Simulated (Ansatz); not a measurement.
# NOF (nitrosyl fluoride): PBE/STO-3G

Aim: the electronic atomisation energy of NOF (nitrosyl fluoride) at PBE/STO-3G, from 4 runs. 

The calculation is run with Ansatz 0.2.0.

63 further runs of the same task are left out: 16 that didn't finish, 47 set aside as unsound or not needed.

## Step 1: Starting point

NOF has 3 atoms, charge 0, and is taken as a singlet. SMILES: `O=NF`. Geometry: relaxed at PBE0-D4/def2-TZVP.

Bond lengths: O1–N2 1.127 Å, N2–F3 1.483 Å. Angles: O1–N2–F3 110.4°.

## Step 2: A single-point energy at PBE/STO-3G

job.yaml

```yaml
crystal:
  periodic: [false, false, false]
  atoms:
    - {symbol: O, position_ang: [0.868350, 0.242970, 0.504740]}
    - {symbol: "N", position_ang: [0.148930, -0.482540, 0.029910]}
    - {symbol: F, position_ang: [-1.017290, 0.239580, -0.534650]}
basis:
  gaussian:
    orbitals: STO-3G
hamiltonian:
  xc: pbe
accuracy: high
```

Command:

```console
$ ansatz run job.yaml --threads 1 --pin off --max-ram 3480MiB --events-out events.jsonl --progress --plain --runs-dir runs
```

Output:

```text
Warning: RAYON_NUM_THREADS=1 ignored (pool sized by the plan → 1); use --threads N
Functional definition: PBE
  name "PBE"
  parameter kappa = 0.804
  parameter beta = 0.06672455060314922
  exchange = pbe_x(kappa = kappa, mu = beta*pi^2/3)
  correlation = pbe_c(beta = beta)
251 factors; integrals over basis functions are off by at most 3.5e-8 eV
mean field evaluation 1: about -6156.6723 eV, gradient 1.5e1 eV
mean field evaluation 2: about -6135.4904 eV, gradient 9.4e1 eV
mean field evaluation 4: about -6157.3378 eV, gradient 6.8e0 eV
mean field evaluation 8: about -6157.4272 eV, gradient 9.5e-2 eV
mean field evaluation 16: about -6157.4273 eV, gradient 6.4e-7 eV
mean field -6157.42725264 eV, -226.2812778805 hartree, gradient 8.6e-8 eV, S^2 0.000000; 0 other end points of the search recorded, 0 dependent functions left out
reference -6157.42725334 eV, -226.2812779062 hartree; 12, 12 occupied and 3, 3 virtual orbitals, 251 factors
Total energy: -6157.42725334 eV, -226.2812779062 hartree
```

Run time: 0.48 s. Hardware: 1 thread of Intel Xeon Platinum 8488C (Sapphire Rapids), shared host.

## Step 3: The F atom

molecule.yaml

```yaml
crystal:
  periodic: [false, false, false]
  atoms:
    - symbol: F
      position_ang: [0.000000, 0.000000, 0.000000]
basis:
  gaussian: {orbitals: STO-3G}
magnetization: {spin_polarized: true, initial_magnetization: 1}
hamiltonian: {xc: {name: PBE}}
accuracy: high
```

Command:

```console
$ ansatz run molecule.yaml --threads 1 --pin off --max-ram 3480MiB --events-out events.jsonl --progress --plain --runs-dir runs
```

Output:

```text
Warning: RAYON_NUM_THREADS=1 ignored (pool sized by the plan → 1); use --threads N
Functional definition: PBE
  name "PBE"
  parameter kappa = 0.804
  parameter beta = 0.06672455060314922
  exchange = pbe_x(kappa = kappa, mu = beta*pi^2/3)
  correlation = pbe_c(beta = beta)
15 factors; integrals over basis functions are off by at most 1.2e-9 eV
mean field evaluation 1: about -2671.3014 eV, gradient 5.5e-12 eV
mean field evaluation 2: about -2671.3023 eV, gradient 3.7e-11 eV
mean field evaluation 4: about -2671.3022 eV, gradient 0.0e0 eV
mean field evaluation 8: about -2671.3022 eV, gradient 2.7e-2 eV
mean field evaluation 16: about -2671.3022 eV, gradient 2.7e-13 eV
mean field -2671.30230684 eV, -98.1685491026 hartree, gradient 0.0e0 eV, S^2 0.750000; 5 other end points of the search recorded, 0 dependent functions left out
reference -2671.30230714 eV, -98.1685491137 hartree; 5, 4 occupied and 0, 1 virtual orbitals, 15 factors
Total energy: -2671.30230714 eV, -98.1685491137 hartree
```

Wall time 0.32 s (1 thread of Intel Xeon Platinum 8488C (Sapphire Rapids), shared host).

## Step 4: The N atom, same level

molecule.yaml

```yaml
crystal:
  periodic: [false, false, false]
  atoms:
    - symbol: "N"
      position_ang: [0.000000, 0.000000, 0.000000]
basis:
  gaussian: {orbitals: STO-3G}
total_charge: 0
magnetization: {spin_polarized: true, initial_magnetization: 3}
hamiltonian: {xc: pbe}
accuracy: high
```

Command:

```console
$ ansatz run molecule.yaml --threads 1 --pin off --max-ram 3480MiB --events-out events.jsonl --progress --plain --runs-dir runs
```

Output:

```text
Warning: RAYON_NUM_THREADS=1 ignored (pool sized by the plan → 1); use --threads N
Functional definition: PBE
  name "PBE"
  parameter kappa = 0.804
  parameter beta = 0.06672455060314922
  exchange = pbe_x(kappa = kappa, mu = beta*pi^2/3)
  correlation = pbe_c(beta = beta)
15 factors; integrals over basis functions are off by at most 1.1e-9 eV
mean field evaluation 1: about -1464.3723 eV, gradient 5.8e-10 eV
mean field evaluation 2: about -1464.3726 eV, gradient 2.1e-9 eV
mean field -1464.37256364 eV, -53.8146991264 hartree, gradient 0.0e0 eV, S^2 3.750000; 0 other end points of the search recorded, 0 dependent functions left out
reference -1464.37256451 eV, -53.8146991582 hartree; 5, 2 occupied and 0, 3 virtual orbitals, 15 factors
Total energy: -1464.37256451 eV, -53.8146991582 hartree
```

Wall time 0.14 s (1 thread of Intel Xeon Platinum 8488C (Sapphire Rapids), shared host).

## Step 5: The O atom

input.yaml

```yaml
crystal:
  periodic: [false, false, false]
  atoms:
    - {symbol: O, position_ang: [0.000000, 0.000000, 0.000000]}
basis:
  gaussian: {orbitals: STO-3G}
magnetization: {spin_polarized: true, initial_magnetization: 2}
hamiltonian: {xc: pbe}
accuracy: high
```

Run the same way, it converges to -73.94877 Eh (log not shown).

## Step 6: Results

Level: PBE/STO-3G.

| quantity | value |
| --- | --- |
| molecule: total energy | -226.28128 Eh |
| F atom: total energy | -98.16855 Eh |
| F atom: ⟨S²⟩ | 0.750 |
| N atom: total energy | -53.81470 Eh |
| N atom: ⟨S²⟩ | 3.750 |
| O atom: total energy | -73.94877 Eh |
| O atom: ⟨S²⟩ | 2.000 |
| electronic atomisation energy | 9.504 eV |

**Reading.** Taking the molecule apart into free atoms costs 9.50 eV (917 kJ/mol), before zero-point energy and without spin-orbit coupling. In a minimal basis such a difference can be off by several eV, whatever the method.
